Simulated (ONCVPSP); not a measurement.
# An ONCV potential for oxygen, from input to tests

Aim: build the potential from the settings below, then test how well it stands in for the atom: other configurations, scattering, ghost states and the plane-wave cutoff that it needs.

Method: ONCVPSP 4.0.1.1 (patched build), PBE, scalar-relativistic.

## Step 1: The design

The settings as typed:

| Item | Value |
| --- | --- |
| element | oxygen (O, Z = 8) |
| type | optimised norm-conserving Vanderbilt (ONCV) |
| frozen core | [He] |
| valence charge | 6 |
| reference configuration | 2s2 2p3 (charge +1) |
| partial waves | 2s: rc 0.80 bohr, ncon 4, nbas 7, qcut 7.5 1/bohr, 2 projectors, debl 0.9 Ha; 2p: rc 1.30 bohr, ncon 4, nbas 8, qcut 13.2 1/bohr, 2 projectors, debl 2.8 Ha; d scattering state at 0.34 Ha: rc 1.30 bohr, ncon 4, nbas 9, qcut 6.3 1/bohr, 2 projectors, debl 3.9 Ha |
| local potential | polynomial inside 0.70 bohr (lpopt 5, dvloc0 -1 Ha) |
| core correction | not asked for |

## Step 2: Generating the potential

O.dat

```
# ATOM AND REFERENCE CONFIGURATION
# atsym  z   nc   nv     iexc    psfile
  O 8.00    1    2        4      upf
#
#   n    l    f
    1    0    2.00
    2    0    2.00
    2    1    3.00
#
# PSEUDOPOTENTIAL AND OPTIMIZATION
# lmax
    2
#
#   l,   rc,      ep,       ncon, nbas, qcut
    0    0.80    0.00    4    7    7.50
    1    1.30    0.00    4    8   13.20
    2    1.30    0.34    4    9    6.30
#
# LOCAL POTENTIAL
# lloc, lpopt,  rc(5),   dvloc0
    4    5    0.70   -1.00
#
# VANDERBILT-KLEINMAN-BYLANDER PROJECTORs
# l, nproj, debl
    0    2    0.90
    1    2    2.80
    2    2    3.90
#
# MODEL CORE CHARGE
# icmod, fcfact, rcfact
    0    0.00    0.00
#
# LOG DERIVATIVE ANALYSIS
# epsh1, epsh2, depsh
   -3.00    5.00    0.02
#
# OUTPUT GRID
# rlmax, drl
    6.00    0.01
#
# TEST CONFIGURATIONS
# ncnf
    4
# nvcnf
#   n    l    f
    2
    2    0    2.00
    2    1    4.00
#
    2
    2    0    2.00
    2    1    2.00
#
    2
    2    0    2.00
    2    1    1.00
#
    2
    2    0    1.00
    2    1    4.00
#
```

The run is started by

```bash
$ oncvpsp.x < O.dat > O.out
```

What does the calculation give? Wanted: cutoffs for 1 and 0.1 mHa per electron, occupied waves; bound ghosts; GHOST(+) flags; largest test error; largest phase difference near zero energy, channels read; projector energies reset by the program.

**Answer**, as computed:

```
                                                quantity                  value
  cutoffs for 1 and 0.1 mHa per electron, occupied waves      122 Ha and 177 Ha
                                            bound ghosts             none found
                                          GHOST(+) flags            d at 213 eV
                            largest test error (AE − PS)  +219 meV, for 2s2 2p1
largest phase difference near zero energy, channels read              0.000 rad
                 projector energies reset by the program    s: -1.458, 0.250 Ha
```

**Reading.** The worst unpolarised test, 2s2 2p1, is off by 219 meV on 87.5 eV; by total energies transferability rates as fair for so large an energy. That test lies far up in energy; among those under 40 eV, nearer to bonding, the largest error is 30 meV. It counts as very hard, with 122 Ha needed at the looser tolerance. At the looser tolerance the 2s wave is the slowest; 2p needs 47 Ha. It is free of bound ghosts as far as tested. Near zero energy the phases of the channels with partial waves agree within 0.001 rad. The program also flags highly localised states, GHOST(+) (d). All of this concerns the isolated atom, not yet a solid.
